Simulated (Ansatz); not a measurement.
Write a Python script for the Python package of Ansatz (0.2.0) that makes a test of the smearing width of TaN, space group Fm-3m. Use (first run): PBE, PAW, the default cutoff (420 eV here), 12×12×12 k-points, Gaussian smearing of 0.3 eV, D3BJATM dispersion. The script varies width (eV): 0.3, 0.2, 0.1, 0.05.

```yaml
crystal:
  lattice:
    - [0.00000, 2.17900, 2.17900]
    - [2.17900, 0.00000, 2.17900]
    - [2.17900, 2.17900, 0.00000]
  atoms:
    - { symbol: Ta, position: [0.50000, 0.50000, 0.50000] }
    - { symbol: N, position: [0.00000, 0.00000, 0.00000] }
```

`tan_smear.py`
```python
# -*- coding: utf-8 -*-
"""Smearing width test for TaN."""

from dataclasses import dataclass
import warnings

import ansatz
from tabulate import tabulate


@dataclass(frozen=True)
class Options:
    functional: str = "pbe"
    dispersion: str = "d3bjatm"


cfg = Options()

warnings.simplefilter("ignore", ansatz.DeckWarning)

structure = (
    ansatz.Lattice.from_parameters(3.081571, 3.081571, 3.081571, alpha=60.0, beta=60.0, gamma=60.0)
    .atom("Ta", (0.5, 0.5, 0.5))
    .atom("N", (0.0, 0.0, 0.0))
)

model = structure.calculation()
model = model.functional(cfg.functional, dispersion=cfg.dispersion).kpoints(12)

rows = []
for value in [0.3, 0.2, 0.1, 0.05]:
    rep = model.occupations("gaussian", width=value).run(threads=1, pin="off").report
    rows.append((value, rep["free_energy_ev"] / len(rep["lattice"]["sites"]), rep["n_iterations"], rep["n_kpoints"]))

print(tabulate(rows, headers=["width (eV)", "F/atom (eV)", "iterations", "k-points"], floatfmt=".4f", tablefmt="simple"))

# differences from the last row
for row in rows[:-1]:
    shift = 1000 * (row[1] - rows[-1][1])
    print(f"{row[0]}: {shift:+.2f} meV/atom" + ("  (within 1 meV)" if abs(shift) < 1 else ""))
```

```console
$ python tan_smear.py
  width (eV)    F/atom (eV)    iterations    k-points
------------  -------------  ------------  ----------
      0.3000     -5159.3814             6          72
      0.2000     -5159.3755             6          72
      0.1000     -5159.3715             6          72
      0.0500     -5159.3703             6          72
0.3: -11.07 meV/atom
0.2: -5.18 meV/atom
0.1: -1.16 meV/atom
```

Going from 0.05 to 0.3 eV changes F by -11.1 meV an atom. With this scheme F falls roughly as the square of the width; the report's estimate for zero width (energy_sigma0_ev) moves by only -1.6 meV.

What to keep in mind:
- Spin is left out of this run.
- Dispersion corrections can be off by several per cent in the lattices of metals, and by several GPa in the pressure at a fixed cell.
- For a metal this k-point mesh is coarse: on a finer one energies can move by several to tens of meV an atom and pressures by half a GPa or more, differences at one mesh by less.
- The free energy holds a sizeable smearing term, which stands for no physical temperature.
- The narrowest width needs the finest mesh, so the last row is no converged reference.
- Spin-orbit coupling, which matters for elements this heavy, is left out.
- The structure is a deposited one; some such entries were measured under pressure or heat, so a shift against it needn't be the functional's error alone.
- Run time: 6 s on 1 thread of Arm Neoverse V2, on a shared host, peak memory 0.35 GiB.
